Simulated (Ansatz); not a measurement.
# C₂H₁₀N₂Sn: up Jacob's ladder to CCSD(T)

One table from this session's results is given with a row withheld; the runs are named, their logs left out.

Program: Ansatz 0.2.0, Gaussian basis. Level of theory: functionals in def2-TZVPP, the program's frozen cores in correlated methods. These are calculated values, not measurements.

Plan: PBE-D4, r2SCAN-D4, PBE0-D4, B3LYP-D4, ωB97X-V, ωB97M-V, B2PLYP; CCSD(T)/def2-TZVPP; MP2/def2-QZVPP; extrapolation to the limit.

**Structure used throughout**

An earlier PBE0-D4 in a triple-zeta def2 set relaxation fixed the geometry. Sn takes the def2 core potential; no spin-orbit term is included.

SMILES `C[NH][SnH2][NH]C`, 15 atoms, charge 0, spin multiplicity 1.

Atoms are counted from 1 here; the program's logs count them from 0.

Bond lengths: C1–N2 1.450 Å, C1–H6 1.096 Å, C1–H7 1.100 Å, C1–H8 1.093 Å, N2–Sn3 2.018 Å, N2–H9 1.010 Å, Sn3–N4 2.018 Å, Sn3–H10 1.715 Å, Sn3–H11 1.715 Å, N4–C5 1.450 Å, N4–H12 1.010 Å, C5–H13 1.100 Å, C5–H14 1.093 Å, C5–H15 1.096 Å. Angles: N2–C1–H6 110.5°, N2–C1–H7 114.7°, N2–C1–H8 109.3°, H6–C1–H7 107.6°, H6–C1–H8 106.9°, H7–C1–H8 107.5°, C1–N2–Sn3 119.5°, C1–N2–H9 112.1°, Sn3–N2–H9 114.5°, N2–Sn3–N4 100.8°, N2–Sn3–H10 105.3°, N2–Sn3–H11 116.0°, N4–Sn3–H10 116.0°, N4–Sn3–H11 105.3°, H10–Sn3–H11 113.3°, Sn3–N4–C5 119.5°, Sn3–N4–H12 114.5°, C5–N4–H12 112.1° and more.

As a file:

```xyz
15

C    -1.0126    1.5744   -1.1814
N     0.3374    1.0493   -1.1055
Sn    1.1132    0.5621    0.6920
N    -0.1184   -0.9385    1.2417
C    -0.1474   -2.1601    0.4603
H    -1.4003    1.4896   -2.2025
H    -1.1155    2.6252   -0.8728
H    -1.6692    0.9788   -0.5420
H     0.9719    1.5436   -1.7160
H     2.7402    0.1205    0.3773
H     0.9588    1.7470    1.9223
H    -0.1382   -1.1222    2.2344
H     0.7105   -2.8295    0.6210
H    -0.1730   -1.9091   -0.6032
H    -1.0575   -2.7309    0.6745
```

The first run:

in.yaml reads:

```yaml
crystal:
  periodic: [false, false, false]
  atoms:
    - {symbol: C, position_ang: [-1.012554, 1.574406, -1.181396]}
    - {symbol: N, position_ang: [0.337355, 1.049278, -1.105513]}
    - {symbol: Sn, position_ang: [1.113164, 0.562084, 0.692025]}
    - {symbol: N, position_ang: [-0.118402, -0.938463, 1.241655]}
    - {symbol: C, position_ang: [-0.147363, -2.160111, 0.460282]}
    - {symbol: H, position_ang: [-1.400299, 1.489556, -2.202476]}
    - {symbol: H, position_ang: [-1.115490, 2.625159, -0.872827]}
    - {symbol: H, position_ang: [-1.669161, 0.978846, -0.542024]}
    - {symbol: H, position_ang: [0.971922, 1.543558, -1.715986]}
    - {symbol: H, position_ang: [2.740209, 0.120479, 0.377323]}
    - {symbol: H, position_ang: [0.958822, 1.746981, 1.922285]}
    - {symbol: H, position_ang: [-0.138187, -1.122208, 2.234394]}
    - {symbol: H, position_ang: [0.710546, -2.829503, 0.620980]}
    - {symbol: H, position_ang: [-0.173007, -1.909130, -0.603204]}
    - {symbol: H, position_ang: [-1.057546, -2.730931, 0.674491]}
basis:
  gaussian: {orbitals: def2-TZVPP}
hamiltonian: {xc: pbe, dispersion: d4}
output: {forces: true, orbitals: {seedname: orbitals}}
```

Started as:

```sh
$ ansatz run in.yaml --threads 2 --pin off --events-out ev --progress --plain --max-ram 22528MiB --backend cuda --devices 0, --max-vram 18GiB
```

Among the steps run: PBE-D4 (GGA); r2SCAN-D4 (meta-GGA); PBE0-D4 (hybrid); B3LYP-D4 (hybrid); ωB97X-V (range-separated); ωB97M-V (range-separated); B2PLYP (double hybrid); CCSD(T) in def2-TZVPP; MP2 in def2-QZVPP.

One of the session's tables, all rows but one given; the rest of the session is left out.

```
            method  atoms, summed (eV)  atomisation energy (eV)
            PBE-D4          -10990.726                   52.639
         r2SCAN-D4          -10997.693                   51.540
           PBE0-D4          -10992.514                   51.731
          B3LYP-D4          -11000.908                   51.965
           ωB97X-V          -10995.991                   52.138
           ωB97M-V          -10994.091                   51.943
            B2PLYP          -10988.620                   51.204
     HF/def2-TZVPP          -10953.358                   36.049
    MP2/def2-TZVPP          -10969.319                   50.592
   CCSD/def2-TZVPP          -10971.221                   49.761
CCSD(T)/def2-TZVPP                   ?                        ?
           MP2/CBS          -10980.756                   52.097
       CCSD(T)/CBS          -10983.055                   52.019
```

Estimate the missing values for CCSD(T)/def2-TZVPP.

The run gave: atoms, summed (eV): -10971.618; atomisation energy (eV): 50.514. In the column «atoms, summed (eV)» it lies between MP2/CBS (-10980.756) and CCSD/def2-TZVPP (-10971.221).
